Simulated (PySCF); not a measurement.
# C₇H₁₄NSi+: excited states, first hyperpolarisability

Aim: compute the excited states, first hyperpolarisability of C₇H₁₄NSi+ (`C[N+](C)(C)C1=CC=C[SiH2]1`).

Computed with PySCF 2.14.0 and routines of our own; the level stands in each step. Atoms count from 0.

## Step 1: The starting structure

23 atoms, charge 1, multiplicity 1; geometry from: GFN2-xTB.

## Step 2: Optimising the geometry at PBE0-D3(BJ)/def2-SVP

The job: settings as JSON, then the geometry in Å.

```
{"job": {"xc": "PBE0", "basis": "def2-SVP", "d3": "d3bj", "grid": 2, "kind": "geom"}, "charge": 1, "multiplicity": 1}
C     -1.384668    -1.415230     0.515565
N     -1.003169    -0.056578     0.094761
C     -1.552024     0.911058     1.066691
C     -1.570218     0.199754    -1.245083
C      0.462028     0.070106     0.044429
C      1.065387     1.212520    -0.312036
C      2.517867     1.189180    -0.315171
C      3.103036     0.036674     0.036306
Si     1.804566    -1.257068     0.444654
H     -2.469888    -1.503351     0.551814
H     -0.981270    -1.627321     1.502870
H     -0.995161    -2.147265    -0.188028
H     -1.334595     1.928640     0.750919
H     -2.631378     0.792070     1.150489
H     -1.096377     0.745750     2.041464
H     -1.129658    -0.488268    -1.964800
H     -2.650480     0.061027    -1.231421
H     -1.351184     1.217278    -1.560263
H      0.568647     2.131281    -0.591767
H      3.054479     2.082266    -0.594632
H      4.172544    -0.075593     0.063255
H      1.706581    -1.625229     1.852424
H      1.690181    -2.354714    -0.508873
```

Started as:

```sh
$ OMP_NUM_THREADS=1 python excited_run.py task.json out
```

The driver reads the jobs from task.json and runs them one after another.

Output:

```text
step   0  E = -618.29659544  max force = 0.029949
step   1  E = -618.30108702  max force = 0.001606
step   2  E = -618.30111627  max force = 0.001343
step   3  E = -618.30111685  max force = 0.001958
step   4  E = -618.30113329  max force = 0.000279
step   5  E = -618.30113386  max force = 0.000218
optimisation converged
```

It took 1.8 min on 1 thread of Arm Neoverse V2, shared host; peak memory 0.92 GiB.

The steps of the relaxation:

```
step  energy from step 0 (eV)  largest force component (eV/Å)
   0                   0.0000                          1.5400
   1                  -0.1222                          0.0826
   2                  -0.1230                          0.0691
   3                  -0.1230                          0.1007
   4                  -0.1235                          0.0143
   5                  -0.1235                          0.0112
```

Distances of close pairs at the start and the end, largest changes first:

```
   bond  before (Å)  after (Å)  change (Å)
Si8–H21       1.458      1.490      +0.032
Si8–H22       1.458      1.490      +0.032
 C4–Si8       1.930      1.903      -0.026
  C5–C6       1.453      1.474      +0.022
  C0–N1       1.473      1.492      +0.020
  N1–C2       1.477      1.497      +0.020
  N1–C3       1.477      1.497      +0.019
 C7–H20       1.076      1.092      +0.016
```

The next job starts from the end point, and lists it.

```
                         at the end point                value
  point group (found at 0.08 Å tolerance)                   Cs
rotational constants (GHz, main isotopes)  2.423, 1.028, 0.858
```

## Step 3: Excited states: TDA CAM-B3LYP/def2-SVPD

The job: settings as JSON, then the geometry in Å.

```
{"job": {"kind": "states", "xc": "CAM-B3LYP", "basis": "def2-SVPD", "tda": true, "soc": true, "nstates": 6, "ntriplets": 5, "nquad": 4}, "charge": 1, "multiplicity": 1}
C     -1.283679    -1.588628     0.348199
N     -0.901367    -0.210632    -0.078941
C     -1.467037     0.765433     0.904757
C     -1.481646     0.044202    -1.434947
C      0.574200    -0.096825    -0.123269
C      1.198224     1.043923    -0.479585
C      2.672036     1.005767    -0.477324
C      3.256032    -0.157519    -0.121804
Si     1.913806    -1.391345     0.267354
H     -2.377386    -1.663853     0.378559
H     -0.869590    -1.778981     1.345593
H     -0.880842    -2.308919    -0.373887
H     -1.232735     1.783514     0.576467
H     -2.554861     0.628762     0.956938
H     -1.010140     0.578641     1.883547
H     -1.035801    -0.663323    -2.143696
H     -2.569589    -0.093627    -1.388636
H     -1.246631     1.069360    -1.739815
H      0.692100     1.973782    -0.763555
H      3.228427     1.904902    -0.758731
H      4.340066    -0.283281    -0.090213
H      1.838527    -1.839938     1.686263
H      1.823336    -2.560301    -0.652246
```

Level: TDA CAM-B3LYP/def2-SVPD excited states, vertical, gas phase, spin-orbit mean-field couplings.

Output:

```text
coarse grid: 18968 points
cycle   1  E = -618.4398312025  dE =  1.466e+00  |g| = 5.504e-01  |ddm| = 1.075e+01
cycle   2  E = -618.4059873857  dE =  3.384e-02  |g| = 7.247e-01  |ddm| = 2.442e+00
cycle   3  E = -618.5217772893  dE = -1.158e-01  |g| = 5.549e-02  |ddm| = 1.315e+00
cycle   4  E = -618.5222967657  dE = -5.195e-04  |g| = 4.684e-02  |ddm| = 2.897e-01
cycle   5  E = -618.5228000930  dE = -5.033e-04  |g| = 7.384e-03  |ddm| = 9.997e-02
cycle   6  E = -618.5228175868  dE = -1.749e-05  |g| = 3.091e-03  |ddm| = 3.218e-02
cycle   7  E = -618.5228210181  dE = -3.431e-06  |g| = 1.363e-03  |ddm| = 1.163e-02
final grid: 176584 points
cycle   8  E = -618.6257933639  dE = -6.135e-05  |g| = 4.724e-03  |ddm| = 2.748e-01
cycle   9  E = -618.6257945860  dE = -1.222e-06  |g| = 4.444e-03  |ddm| = 3.371e-02
cycle  10  E = -618.6257994990  dE = -4.913e-06  |g| = 6.154e-04  |ddm| = 1.127e-02
cycle  11  E = -618.6257995838  dE = -8.477e-08  |g| = 3.197e-04  |ddm| = 2.169e-03
cycle  12  E = -618.6257996107  dE = -2.697e-08  |g| = 6.042e-05  |ddm| = 1.059e-03
cycle  13  E = -618.6257996118  dE = -1.039e-09  |g| = 2.534e-05  |ddm| = 1.896e-04
cycle  14  E = -618.6257996121  dE = -3.290e-10  |g| = 1.256e-05  |ddm| = 1.272e-04
converged SCF energy = -618.6257996121

Singlet excitations
state   eV       nm        f     d(h-e)  d(exc)  Lambda  PR(NTO)  |dmu|/D   mu/D   main configurations
  1   4.6653   265.8   0.12661   0.471   2.690   0.788   1.095    1.331    3.784   H->L 0.94
  2   5.7710   214.8   0.00153   0.730   2.664   0.528   1.025    1.776    2.977   H-1->L 0.92
  3   6.4706   191.6   0.00367   0.640   2.718   0.551   1.058    1.414    5.516   H-3->L 0.89
  4   6.7419   183.9   0.06442   0.504   3.055   0.714   1.680    1.287    4.989   H-2->L 0.71, H->L+4 0.24
  5   6.7713   183.1   0.00345   1.792   3.715   0.265   1.019                     H->L+1 0.65, H->L+2 0.18
  6   7.0096   176.9   0.00160   0.682   3.580   0.310   1.020                     H->L+2 0.71, H->L+1 0.14

Triplet excitations (Tamm-Dancoff)
state   eV     d(h-e)  d(exc)  Lambda  PR(NTO)   main configurations
  1   2.6177   0.133   2.426   0.793   1.070   H->L 0.94
  2   4.6626   0.021   2.201   0.705   1.806   H-2->L 0.50, H->L+4 0.25, H-4->L 0.15
  3   5.3031   0.679   2.596   0.525   1.025   H-1->L 0.92
  4   5.8477   0.676   2.633   0.552   1.038   H-3->L 0.92
  5   6.3706   0.878   2.968   0.694   1.959   H-2->L 0.44, H->L+4 0.43
S1 - T1 = 2.0475 eV

Spin-orbit couplings |<S|Hso|T>| (cm-1)
             T1       T2       T3       T4       T5
S0        0.404    0.268    4.629    3.922    0.138
S1        0.013    0.013    5.237    5.069    0.016
S2        3.049    7.544    1.584   23.574   19.310
S3        3.236    5.806   23.024    1.615   17.495
S4        0.049    0.011   17.149   16.866    0.019
S5        3.513    1.435    0.670    0.909    0.246
S6        3.794    1.288    1.157    0.422    1.125
T1 sublevels (cm-1): 0.000 0.001 0.001   radiative rates (1/s): 0.000108 0.000489 0.000189
```

Run time: 82 s. Hardware: 1 thread of Arm Neoverse V2, shared host; peak memory 1.4 GiB.

From this job:

```
  quantity    value
S1 less T1  2.05 eV
```

## Step 4: Excited states: TDDFT CAM-B3LYP/def2-SVPD

Settings changed since step 3:

```diff
@@ -1,2 +1,2 @@
-{"job": {"kind": "states", "xc": "CAM-B3LYP", "basis": "def2-SVPD", "tda": true, "soc": true, "nstates": 6, "ntriplets": 5, "nquad": 4}, "charge": 1, "multiplicity": 1}
+{"job": {"kind": "states", "xc": "CAM-B3LYP", "basis": "def2-SVPD", "tpa": true, "nstates": 8, "nquad": 6, "ntriplets": 0}, "charge": 1, "multiplicity": 1}
 C     -1.283679    -1.588628     0.348199
```

Level: TDDFT CAM-B3LYP/def2-SVPD excited states, vertical, gas phase, two-photon moments by quadratic response.

Output:

```text
coarse grid: 18968 points
cycle   1  E = -618.4398312025  dE =  1.466e+00  |g| = 5.504e-01  |ddm| = 1.075e+01
cycle   2  E = -618.4059873857  dE =  3.384e-02  |g| = 7.247e-01  |ddm| = 2.442e+00
cycle   3  E = -618.5217772893  dE = -1.158e-01  |g| = 5.549e-02  |ddm| = 1.315e+00
cycle   4  E = -618.5222967657  dE = -5.195e-04  |g| = 4.684e-02  |ddm| = 2.897e-01
cycle   5  E = -618.5228000930  dE = -5.033e-04  |g| = 7.384e-03  |ddm| = 9.997e-02
cycle   6  E = -618.5228175868  dE = -1.749e-05  |g| = 3.091e-03  |ddm| = 3.218e-02
cycle   7  E = -618.5228210181  dE = -3.431e-06  |g| = 1.363e-03  |ddm| = 1.163e-02
final grid: 176584 points
cycle   8  E = -618.6257933639  dE = -6.135e-05  |g| = 4.724e-03  |ddm| = 2.748e-01
cycle   9  E = -618.6257945860  dE = -1.222e-06  |g| = 4.444e-03  |ddm| = 3.371e-02
cycle  10  E = -618.6257994990  dE = -4.913e-06  |g| = 6.154e-04  |ddm| = 1.127e-02
cycle  11  E = -618.6257995838  dE = -8.477e-08  |g| = 3.197e-04  |ddm| = 2.169e-03
cycle  12  E = -618.6257996107  dE = -2.697e-08  |g| = 6.042e-05  |ddm| = 1.059e-03
cycle  13  E = -618.6257996118  dE = -1.039e-09  |g| = 2.534e-05  |ddm| = 1.896e-04
cycle  14  E = -618.6257996121  dE = -3.290e-10  |g| = 1.256e-05  |ddm| = 1.272e-04
converged SCF energy = -618.6257996121

Singlet excitations
state   eV       nm        f     d(h-e)  d(exc)  Lambda  PR(NTO)  |dmu|/D   mu/D   delta(TPA)   sigma/GM   main configurations
  1   4.3779   283.2   0.08961   0.444   2.673   0.782   1.131    1.175    3.861       13.17      0.092   H->L 0.98
  2   5.7423   215.9   0.00105   0.736   2.667   0.528   1.027    1.782    2.975        0.61      0.007   H-1->L 0.92
  3   6.4249   193.0   0.00219   0.652   2.717   0.552   1.059    1.462    5.532        0.94      0.014   H-3->L 0.90
  4   6.6707   185.9   0.07149   0.514   3.042   0.715   1.588    1.364    4.789      634.99     10.352   H-2->L 0.79, H->L+4 0.17
  5   6.7622   183.3   0.00298   1.792   3.709   0.266   1.021    5.398    4.247        7.44      0.125   H->L+1 0.64, H->L+2 0.19
  6   7.0050   177.0   0.00161   0.688   3.587   0.309   1.018    1.411    3.486        6.83      0.123   H->L+2 0.70, H->L+1 0.15
  7   7.5677   163.8   0.00010   0.741   3.527   0.301   1.095                                            H->L+6 0.41, H->L+3 0.29, H->L+5 0.09
  8   7.6328   162.4   0.23236   0.513   3.066   0.690   1.998                                            H->L+4 0.64, H-2->L 0.17, H-4->L 0.10
```

Run time: 1.8 min. Hardware: 1 thread of Arm Neoverse V2, shared host; peak memory 1.4 GiB.

## Step 5: First hyperpolarisability: quadratic response CAM-B3LYP/def2-SVPD

Settings changed since step 4:

```diff
@@ -1,2 +1,2 @@
-{"job": {"kind": "states", "xc": "CAM-B3LYP", "basis": "def2-SVPD", "tpa": true, "nstates": 8, "nquad": 6, "ntriplets": 0}, "charge": 1, "multiplicity": 1}
+{"job": {"kind": "beta", "xc": "CAM-B3LYP", "basis": "def2-SVPD"}, "charge": 1, "multiplicity": 1}
 C     -1.283679    -1.588628     0.348199
```

With the program's defaults for keys left out, this is: quadratic response CAM-B3LYP/def2-SVPD first hyperpolarisability, Taylor convention, gas phase.

Output:

```text
coarse grid: 18968 points
cycle   1  E = -618.4398312025  dE =  1.466e+00  |g| = 5.504e-01  |ddm| = 1.075e+01
cycle   2  E = -618.4059873857  dE =  3.384e-02  |g| = 7.247e-01  |ddm| = 2.442e+00
cycle   3  E = -618.5217772893  dE = -1.158e-01  |g| = 5.549e-02  |ddm| = 1.315e+00
cycle   4  E = -618.5222967657  dE = -5.195e-04  |g| = 4.684e-02  |ddm| = 2.897e-01
cycle   5  E = -618.5228000930  dE = -5.033e-04  |g| = 7.384e-03  |ddm| = 9.997e-02
cycle   6  E = -618.5228175868  dE = -1.749e-05  |g| = 3.091e-03  |ddm| = 3.218e-02
cycle   7  E = -618.5228210181  dE = -3.431e-06  |g| = 1.363e-03  |ddm| = 1.163e-02
final grid: 176584 points
cycle   8  E = -618.6257933639  dE = -6.135e-05  |g| = 4.724e-03  |ddm| = 2.748e-01
cycle   9  E = -618.6257945860  dE = -1.222e-06  |g| = 4.444e-03  |ddm| = 3.371e-02
cycle  10  E = -618.6257994990  dE = -4.913e-06  |g| = 6.154e-04  |ddm| = 1.127e-02
cycle  11  E = -618.6257995838  dE = -8.477e-08  |g| = 3.197e-04  |ddm| = 2.169e-03
cycle  12  E = -618.6257996107  dE = -2.697e-08  |g| = 6.042e-05  |ddm| = 1.059e-03
cycle  13  E = -618.6257996118  dE = -1.039e-09  |g| = 2.534e-05  |ddm| = 1.896e-04
cycle  14  E = -618.6257996121  dE = -3.290e-10  |g| = 1.256e-05  |ddm| = 1.272e-04
converged SCF energy = -618.6257996121

Lowest singlets (eV, f): 4.3779 0.0896  5.7423 0.0010  6.4249 0.0022

First hyperpolarisability (au)
process     nm      |vector|   parallel      HRS      DR
static         -      108.59     -63.77      50.95    3.58
shg       1907.0      117.94     -69.66      54.91   3.662
eope      1907.0      111.51     -65.62          -       -
shg       1064.0      146.84     -87.52      67.04   3.877
eope      1064.0      118.67     -70.11          -       -
```

Run time: 81 s. Hardware: 1 thread of Arm Neoverse V2, shared host; peak memory 1.4 GiB.

## Step 6: Summary of results

```
                                                 quantity                                                value
                                              point group                                                   Cs
                     rotational constants (main isotopes)                                 2.42, 1.03, 0.86 GHz
             S1 less T1 (step 3, TDA CAM-B3LYP/def2-SVPD)                                              2.05 eV
β vector (step 5, quadratic response CAM-B3LYP/def2-SVPD)  static 109, SHG 1907.0 nm 118, SHG 1064.0 nm 147 au
```

What this shows: Over 5 steps the energy fell by 0.123 eV; of the close pairs, Si8–H21 changed most, 1.458 to 1.490 Å. In step 3, the number of triplets below S1 is 2, and the largest singlet-triplet spin-orbit coupling is S2–T4, 23.57 cm⁻¹. β grows from 109 au (static) to 147 au for doubling at 1064.0 nm: normal dispersion, which grows as twice the photon energy moves toward the bright states.
